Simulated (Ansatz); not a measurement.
# Cl2FH3OSi2: small, medium and large basis sets

The task here is to estimate one member of a computed series from the others.

Method: one geometry, several basis sets; program: Ansatz 0.2.0, Gaussian basis.

Plan: PBE0-D4/def2-SVP; ωB97M-V/def2-SVP; PBE0-D4/def2-QZVPP; ωB97M-V/def2-QZVPP; the functionals' def2-TZVPP values are taken from earlier runs.

### The geometry

The geometry comes from an earlier relaxation with PBE0-D4 in a triple-zeta def2 set; it is a stationary point, not always the lowest conformer.

9 atoms, charge 0, spin multiplicity 1.

Atoms are counted from 1 here; the program's logs count them from 0.

Bond lengths: O1–Si2 1.645 Å, O1–H7 0.958 Å, Si2–Si3 2.336 Å, Si2–H8 1.489 Å, Si2–H9 1.488 Å, Si3–F4 1.588 Å, Si3–Cl5 2.042 Å, Si3–Cl6 2.036 Å. Angles: Si2–O1–H7 118.9°, O1–Si2–Si3 106.4°, O1–Si2–H8 112.5°, O1–Si2–H9 112.7°, Si3–Si2–H8 108.8°, Si3–Si2–H9 108.0°, H8–Si2–H9 108.3°, Si2–Si3–F4 112.3°, Si2–Si3–Cl5 108.6°, Si2–Si3–Cl6 112.4°, F4–Si3–Cl5 107.1°, F4–Si3–Cl6 107.2°, Cl5–Si3–Cl6 109.1°.

Set-up of the first run:

Contents of in.yaml:

```yaml
crystal:
  periodic: [false, false, false]
  atoms:
    - {symbol: O, position_ang: [1.313197, -0.918391, 1.193055]}
    - {symbol: Si, position_ang: [0.208358, -0.954534, -0.024744]}
    - {symbol: Si, position_ang: [-0.481128, 1.252807, -0.355867]}
    - {symbol: F, position_ang: [0.706763, 2.189786, -0.838661]}
    - {symbol: Cl, position_ang: [-1.900727, 1.278890, -1.822797]}
    - {symbol: Cl, position_ang: [-1.255216, 2.085740, 1.333006]}
    - {symbol: H, position_ang: [1.711810, -1.740602, 1.481401]}
    - {symbol: H, position_ang: [0.778629, -1.475474, -1.297540]}
    - {symbol: H, position_ang: [-0.993087, -1.764422, 0.315149]}
basis:
  gaussian: {orbitals: def2-SVP}
hamiltonian: {xc: pbe0, dispersion: d4}
output: {orbitals: {seedname: orbitals}}
```

The run is started by

```
> ansatz run in.yaml --threads 4 --pin off --events-out ev --progress --plain --max-ram 10444MiB
```

Among the steps run: PBE0-D4 in def2-SVP; ωB97M-V in def2-SVP; PBE0-D4 in def2-QZVPP; ωB97M-V in def2-QZVPP.

One table of the session follows, with a row left open; its other results are not shown here.

It belongs to the step «Functionals by basis». 

| functional | basis | HOMO (eV) |
| --- | --- | --- |
| PBE0-D4 | def2-SVP | ? |
| PBE0-D4 | def2-TZVPP | -8.56 |
| PBE0-D4 | def2-QZVPP | -8.59 |
| ωB97M-V | def2-SVP | -10.46 |
| ωB97M-V | def2-TZVPP | -10.60 |
| ωB97M-V | def2-QZVPP | -10.64 |

**Question.** Estimate the row for PBE0-D4, def2-SVP.

The run gave: HOMO (eV): -8.46. In the column «HOMO (eV)» it is the highest.
